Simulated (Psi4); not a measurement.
# SiCNCl2F (SMILES N#C[Si](F)(Cl)Cl) at TPSSh/cc-pVDZ

Aim: the energy change on altering one bond length of SiCNCl2F at TPSSh/cc-pVDZ, from 2 runs. 

The calculation is run with Psi4 1.11.

6 further runs of the same task are left out: 6 that didn't finish. Runs told in other sessions of the task aren't counted.

**1. Starting point**

The species is SiCNCl2F (6 atoms), meant as a singlet with charge 0. As SMILES, `N#C[Si](F)(Cl)Cl`. The coordinates come from a PBE0-D4/def2-TZVP relaxation.

Bond lengths: N1–C2 1.151 Å, C2–Si3 1.830 Å, Si3–F4 1.572 Å, Si3–Cl5 2.006 Å, Si3–Cl6 2.006 Å. Angles: N1–C2–Si3 179.1°, C2–Si3–F4 107.4°, C2–Si3–Cl5 109.0°, C2–Si3–Cl6 109.0°, F4–Si3–Cl5 109.6°, F4–Si3–Cl6 109.6°, Cl5–Si3–Cl6 112.0°.

**2. A single-point energy at TPSSh/cc-pVDZ**

job.inp

```
memory 2.2 GB

molecule {
  0 1
  N      3.31193401    -2.57191726     2.10553285
  C      1.74440619    -1.44242795     1.10719054
  Si    -0.72168641     0.39740940    -0.47129770
  F     -2.78073199    -1.51537138    -1.43392418
  Cl     0.79916518     2.22439662    -3.42512860
  Cl    -2.27352950     2.78677912     2.03013278
  units au
  symmetry c1
}

set {
  basis                cc-pVDZ
  puream               true
  e_convergence        1e-09
  d_convergence        1e-08
  scf_type             pk
  dft_radial_points    99
  dft_spherical_points 590
}

e = energy('tpssh')
print_variables()
```

On the command line:

```console
$ psi4 -n 1 job.inp job.out
```

job.out, cut to the lines that bear on the results:

```text
[...]
  Running in c1 symmetry.
[...]
  Nuclear repulsion =  414.637220101123148
[...]
  Multiplicity = 1
[...]
  Nalpha       = 35
  Nbeta        = 35
[...]
    Number of basis functions: 96
[...]
   @RKS iter   1: -1402.63796865856011   -1.50442e-01   5.90296e-03 ADIIS/DIIS
[...]
   @RKS iter  12: -1402.79283305124477   -3.63798e-12   2.87705e-09 DIIS
[...]
    Orbital Energies [Eh]
    ---------------------
    Doubly Occupied:
       1A   -101.425544     2A   -101.425528     3A    -66.168085
       4A    -24.659780     5A    -14.299002     6A    -10.171632
       7A     -9.419477     8A     -9.419444     9A     -7.165629
      10A     -7.165611    11A     -7.158739    12A     -7.158721
      13A     -7.158639    14A     -7.158621    15A     -5.375530
      16A     -3.725067    17A     -3.724173    18A     -3.722539
      19A     -1.221586    20A     -0.913787    21A     -0.869898
      22A     -0.844987    23A     -0.612313    24A     -0.523720
      25A     -0.484108    26A     -0.479835    27A     -0.438132
      28A     -0.420417    29A     -0.380022    30A     -0.375914
      31A     -0.368695    32A     -0.359831    33A     -0.350343
      34A     -0.348537    35A     -0.342034
[...]
  @RKS Final Energy: -1402.79283305124477
   => Energetics <=
    Nuclear Repulsion Energy =            414.6372201011231482
    One-Electron Energy =               -2761.4269037457843297
    Two-Electron Energy =                1034.6323925961148689
    DFT Exchange-Correlation Energy =     -90.6355420026985144
    Empirical Dispersion Energy =           0.0000000000000000
    VV10 Nonlocal Energy =                  0.0000000000000000
    Total Energy =                      -1402.7928330512447701
[...]
 Multipole Moments:
 ------------------------------------------------------------------------------------
     Multipole            Electronic (a.u.)      Nuclear  (a.u.)        Total (a.u.)
 ------------------------------------------------------------------------------------
 L = 1.  Multiply by 2.5417464519 to convert [e a0] to [Debye]
 Dipole X            :         -1.9596536            1.5047054           -0.4549482
 Dipole Y            :          1.1783572           -0.5990593            0.5792980
 Dipole Z            :         -1.2245813            0.9091388           -0.3154426
 Magnitude           :                                                    0.8012915
[...]
```

Run time: 77 s. Hardware: 1 thread of Intel Xeon Platinum 8259CL at 2.50GHz (Skylake/Cascade Lake), shared host; peak memory 1.4 GiB.

**3. The distorted shape: energy and gradient at TPSSh/cc-pVDZ**

ccl2fnsi.xyz

```xyz
6
CCl2FNSi
N      1.108776    -2.134420     2.364648
C      0.279276    -1.536720     1.836348
Si    -1.025724    -0.563120     1.001048
F     -2.115324    -1.575320     0.491648
Cl     0.422900     1.177100    -1.812500
Cl    -1.846924     0.701280     2.324748
```

ccl2fnsi_ase.py

```python
import numpy as np
from ase.calculators.psi4 import Psi4
from ase.io import read

atoms = read('ccl2fnsi.xyz')
calc = Psi4(atoms=atoms, method='tpssh', basis='cc-pVDZ', memory='2200MB', num_threads=1, charge=0, multiplicity=1, label='psi4-calc')
calc.psi4.set_options({'puream': True, 'e_convergence': 1e-09, 'd_convergence': 1e-08, 'scf_type': 'pk', 'dft_radial_points': 99, 'dft_spherical_points': 590})
atoms.calc = calc

forces = atoms.get_forces()
print(f'energy: {atoms.get_potential_energy():.6f} eV')
print('forces / eV A^-1')
print(np.round(forces, 5))
```

On the command line:

```console
$ python ccl2fnsi_ase.py
```

psi4-calc.dat, cut to the lines that bear on the results:

```text
[...]
  Running in c1 symmetry.
[...]
  Nuclear repulsion =  354.778716981974128
[...]
  Multiplicity = 1
[...]
  Nalpha       = 35
  Nbeta        = 35
[...]
    Number of basis functions: 96
[...]
   @RKS iter   1: -1402.34541913498470   -3.09630e-01   6.84022e-03 ADIIS/DIIS
[...]
   @RKS iter  16: -1402.64126079600146   -1.81899e-12   4.15190e-09 DIIS
[...]
  @RKS Final Energy: -1402.64126079600146
   => Energetics <=
    Nuclear Repulsion Energy =            354.7787169819741280
    One-Electron Energy =               -2641.1515623205323209
    Two-Electron Energy =                 974.1914937040558016
    DFT Exchange-Correlation Energy =     -90.4599091614989277
    Empirical Dispersion Energy =           0.0000000000000000
    VV10 Nonlocal Energy =                  0.0000000000000000
    Total Energy =                      -1402.6412607960014611
[...]
 Multipole Moments:
 ------------------------------------------------------------------------------------
     Multipole            Electronic (a.u.)      Nuclear  (a.u.)        Total (a.u.)
 ------------------------------------------------------------------------------------
 L = 1.  Multiply by 2.5417464519 to convert [e a0] to [Debye]
 Dipole X            :         -2.4934269            1.3493778           -1.1440491
 Dipole Y            :          0.4513729           -0.7856529           -0.3342800
 Dipole Z            :          0.1486632            1.2108191            1.3594823
 Magnitude           :                                                    1.8079778
[...]
  -Total Gradient:
     Atom            X                  Y                   Z
    ------   -----------------  -----------------  -----------------
       1       -0.031603283833     0.022956920549    -0.020293005220
       2        0.024984591792    -0.023362336848     0.023662131662
       3       -0.037033883978    -0.028819275959     0.004242919353
       4        0.027640122226     0.024939032067     0.021103719530
       5        0.013321896289     0.015910435457    -0.025711335260
       6        0.002687102311    -0.011605706656    -0.003006857493
[...]
```

On the terminal:

```text
energy: -38167.812801 eV
forces / eV A^-1
[[ 1.62511 -1.18049  1.04351]
 [-1.28476  1.20134 -1.21676]
 [ 1.90436  1.48195 -0.21818]
 [-1.42131 -1.28242 -1.0852 ]
 [-0.68504 -0.81815  1.32213]
 [-0.13818  0.59679  0.15462]]
```

Run time: 2.8 min. Hardware: 1 thread of Intel Xeon Platinum 8259CL at 2.50GHz (Skylake/Cascade Lake), shared host; peak memory 1.3 GiB.

**4. Summary of results**

Level: TPSSh/cc-pVDZ.

| quantity | value |
| --- | --- |
| first shape: total energy | -1402.79283 Eh |
| first shape: dipole moment | 2.04 D |
| first shape: HOMO energy | -9.31 eV |
| first shape: LUMO energy | -1.68 eV |
| first shape: HOMO–LUMO gap | 7.63 eV |
| distorted shape: total energy | -1402.64126 Eh |
| distorted shape: dipole moment | 4.60 D |
| distorted shape: HOMO energy | -7.21 eV |
| distorted shape: LUMO energy | -6.07 eV |
| distorted shape: HOMO–LUMO gap | 1.14 eV |
| distorted shape: largest force on an atom | 2.423 eV/Å |
| energy change with the Si3–Cl5 bond stretched from 2.006 to 3.611 Å | 4.124 eV |

**Reading.** One bond (distorted shape) is far stretched, which a spin-restricted single reference describes badly; a broken-symmetry solution may lie lower. With the Si3–Cl5 bond stretched from 2.006 to 3.611 Å the energy rises by 4.12 eV (398 kJ/mol). The first shape isn't relaxed at this level, so the change isn't measured from a minimum. A restricted reference can't describe the breaking bond well at this length.
